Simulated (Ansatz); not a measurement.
# AsH3OSe: one structure at several levels

An exercise on one series of results from a longer session: the logs are not shown, and one member is left open.

The runs use Ansatz 0.2.0, Gaussian basis; single points in def2-TZVPP.

Correlated methods freeze the cores. Filled d shells of the heavier atoms are correlated.

## Where the work starts

SMILES `[AsH2]O[SeH]`, 6 atoms, charge 0, spin multiplicity 1.

Atoms are counted from 1 here; the program's logs count them from 0.

Bond lengths: As1–O2 1.867 Å, As1–H4 1.721 Å, As1–H5 1.467 Å, O2–Se3 1.892 Å, Se3–H6 1.347 Å. Angles: O2–As1–H4 94.0°, O2–As1–H5 101.9°, H4–As1–H5 86.4°, As1–O2–Se3 119.6°, O2–Se3–H6 99.3°.

Coordinates:

```mol
AsH3OSe
  3D, bonds by distance, orders not assigned

  6  5  0  0  0  0  0  0  0  0999 V2000
   -0.2825    0.2647   -1.2555 As  0  0
    0.1263   -0.9057    0.1407 O   0  0
    1.7568   -0.7069    1.0804 Se  0  0
   -1.7200   -0.5722   -1.6966 H   0  0
   -1.1609    1.2335   -0.5905 H   0  0
    1.4312    0.3393    1.8637 H   0  0
  1  2  8  0
  1  4  8  0
  1  5  8  0
  2  3  8  0
  3  6  8  0
M  END
```

The first run:

run/in.yaml reads:

```yaml
crystal:
  periodic: [false, false, false]
  atoms:
    - {symbol: As, position_ang: [-0.282500, 0.264700, -1.255500]}
    - {symbol: O, position_ang: [0.126300, -0.905700, 0.140700]}
    - {symbol: Se, position_ang: [1.756800, -0.706900, 1.080400]}
    - {symbol: H, position_ang: [-1.720000, -0.572200, -1.696600]}
    - {symbol: H, position_ang: [-1.160900, 1.233500, -0.590500]}
    - {symbol: H, position_ang: [1.431200, 0.339300, 1.863700]}
basis:
  gaussian: {orbitals: def2-TZVPP}
correlation: {method: ccsd_t}
output: {forces: true}
```

The command line of these runs was not kept.

Steps of the session up to this table: CCSD(T)/def2-TZVPP; PBE0-D4/def2-TZVPP; wB97M-V/def2-TZVPP; r2SCAN-D4/def2-TZVPP; PBE-D4/def2-TZVPP; revPBE-D4/def2-TZVPP; CAM-B3LYP-D4/def2-TZVPP.

One of the session's tables, all rows but one given; the rest of the session is left out.

| method | RMS force component (eV/Å) | angle to CCSD(T) forces (°) | dipole (D) |
| --- | --- | --- | --- |
| CCSD(T) | 1.578 | reference | 1.68 |
| PBE0-D4 | 1.667 | 3.0 | 1.70 |
| wB97M-V | 1.642 | 2.8 | 1.78 |
| r2SCAN-D4 | 1.611 | 3.3 | 1.63 |
| PBE-D4 | ? | ? | ? |
| revPBE-D4 | 1.657 | 12.1 | 1.55 |
| CAM-B3LYP-D4 | 1.651 | 3.2 | 1.80 |

Q: Estimate the row for PBE-D4 from the others.

As computed: RMS force component (eV/Å): 1.655; angle to CCSD(T) forces (°): 10.6; dipole (D): 1.56. In the column «RMS force component (eV/Å)» it lies between CAM-B3LYP-D4 (1.651) and revPBE-D4 (1.657).
